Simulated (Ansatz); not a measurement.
# CH2BrF: one species, many methods

An exercise on one series of results from a longer session: the logs are not shown, and one member is left open.

The runs use Ansatz 0.2.0, Gaussian basis; functionals in def2-TZVPP, the program's frozen cores in correlated methods.

Levels to be run: LDA (SPW92), PBE-D4, revPBE-D4, BLYP-D4, r2SCAN-D4, B97M-V, PBE0-D4, B3LYP-D4, r2SCANh-D4, r2SCAN0-D4, HSE06-D4, BHLYP-D4, CAM-B3LYP-D4, LC-ωPBE, ωB97X-V, ωB97M-V, B2PLYP, PBE-QIDH; CCSD(T)/def2-SVP; CCSD(T)/def2-TZVPP; MP2/def2-QZVPP; extrapolation to the limit; RPA on PBE.

## The geometry

An earlier PBE0-D4 in a triple-zeta def2 set relaxation fixed the geometry.

SMILES `FCBr`, 5 atoms, charge 0, spin multiplicity 1.

Atoms are counted from 1 here; the program's logs count them from 0.

Bond lengths: F1–C2 1.352 Å, C2–Br3 1.935 Å, C2–H4 1.088 Å, C2–H5 1.088 Å. Angles: F1–C2–Br3 110.7°, F1–C2–H4 109.8°, F1–C2–H5 109.8°, Br3–C2–H4 106.9°, Br3–C2–H5 106.9°, H4–C2–H5 112.8°.

Set-up of the first run:

The input, in.yaml:

```yaml
crystal:
  periodic: [false, false, false]
  atoms:
    - {symbol: F, position_ang: [0.686867, 1.170676, 0.162973]}
    - {symbol: C, position_ang: [0.149967, -0.066714, 0.076580]}
    - {symbol: Br, position_ang: [-1.544924, -0.012546, -0.855151]}
    - {symbol: H, position_ang: [0.807725, -0.713598, -0.500416]}
    - {symbol: H, position_ang: [-0.049735, -0.451517, 1.074615]}
basis:
  gaussian: {orbitals: def2-TZVPP}
hamiltonian: {xc: lda}
output: {orbitals: {seedname: orbitals}}
```

Steps of the session up to this table: LDA; PBE-D4 (GGA); revPBE-D4 (GGA); BLYP-D4 (GGA); r2SCAN-D4 (meta-GGA); B97M-V (meta-GGA); PBE0-D4 (hybrid); B3LYP-D4 (hybrid); r2SCANh-D4 (hybrid); r2SCAN0-D4 (hybrid); HSE06-D4 (hybrid); BHLYP-D4 (hybrid); CAM-B3LYP-D4 (range-separated); LC-ωPBE-D4 (range-separated; the results give it without D4); ωB97X-V (range-separated); ωB97M-V (range-separated); B2PLYP (double hybrid); PBE-QIDH (double hybrid).

One of the session's tables, all rows but one given; the rest of the session is left out.

It belongs to the step «Frontier levels by functional». 

| functional | HOMO (eV) | gap (eV) |
| --- | --- | --- |
| LDA (SPW92) | -7.08 | 5.67 |
| PBE-D4 | -6.94 | 5.75 |
| revPBE-D4 | ? | ? |
| BLYP-D4 | -6.80 | 5.67 |
| r2SCAN-D4 | -7.26 | 6.34 |
| B97M-V | -7.36 | 6.48 |
| PBE0-D4 | -8.28 | 8.13 |
| B3LYP-D4 | -8.03 | 7.56 |
| r2SCANh-D4 | -7.75 | 7.21 |
| r2SCAN0-D4 | -8.49 | 8.51 |
| HSE06-D4 | -7.88 | 7.34 |
| BHLYP-D4 | -9.48 | 10.34 |
| CAM-B3LYP-D4 | -9.67 | 10.58 |
| LC-ωPBE | -11.08 | 13.31 |
| ωB97X-V | -10.70 | 12.79 |
| ωB97M-V | -10.56 | 12.45 |

Estimate the missing values for revPBE-D4.

**Answer.** HOMO (eV): -6.89; gap (eV): 5.79. In the column «HOMO (eV)» it lies between PBE-D4 (-6.94) and BLYP-D4 (-6.80).
